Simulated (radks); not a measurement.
**Sn³⁺ in [Ar] 3d10 4s2 4p5 4d10 5s1 4f1: an all-electron calculation**

Wanted: eigenvalues, radial structure and energy terms of the tin ion Sn3+.

The numbers are computed with radks (a radial shooting solver on a logarithmic mesh, Libxc functionals) version 1 (non-relativistic Kohn-Sham, LDA (Slater exchange, Perdew-Wang correlation), spin-unpolarised, spherical densities, point nucleus), except any that are marked as measured or tabulated.

## 1. The atom as given

| Quantity | Value |
| --- | --- |
| element | tin (Z = 50) |
| charge | +3 |
| electrons | 47 |
| configuration | [Ar] 3d10 4s2 4p5 4d10 5s1 4f1 |

The outer shells:

Sn³⁺
```
[Ar] core
3d [↑↓][↑↓][↑↓][↑↓][↑↓]
4s [↑↓]
4p [↑↓][↑↓][↑ ]
4d [↑↓][↑↓][↑↓][↑↓][↑↓]
5s [↑ ]
4f [↑ ][  ][  ][  ][  ][  ][  ]
```

## 2. The run

Input:

```text
Z 50
configuration [Ar] 3d10 4s2 4p5 4d10 5s1 4f1 5p0 6s0 5d0 5f0
relativity non-relativistic
functional lda,pw
spin unpolarised
nucleus point
```

Q: Predict the outcome of this run.

As calculated:

```
                        quantity                value
                    total energy  -6013.98466 hartree
exchange-correlation share of it               2.56 %
                            −T/E               0.9994
          highest occupied level       4f, -12.925 eV
    most extended occupied level  4f, <r> = 3.14 bohr
 radius at density 0.001 e/bohr³            4.09 bohr
    maxima of the radial density                    4
```

**Reading.** The radial density shows 4 maxima for 5 occupied principal shells; where shells overlap, one shows as a shoulder or not at all. The ratio −T/E is 0.9994; for a non-relativistic Coulomb system it is 1 up to the kinetic part of correlation. This is not the tabulated ground configuration, so its levels and sizes aren't those of the ground state, and no measured value stands beside it.
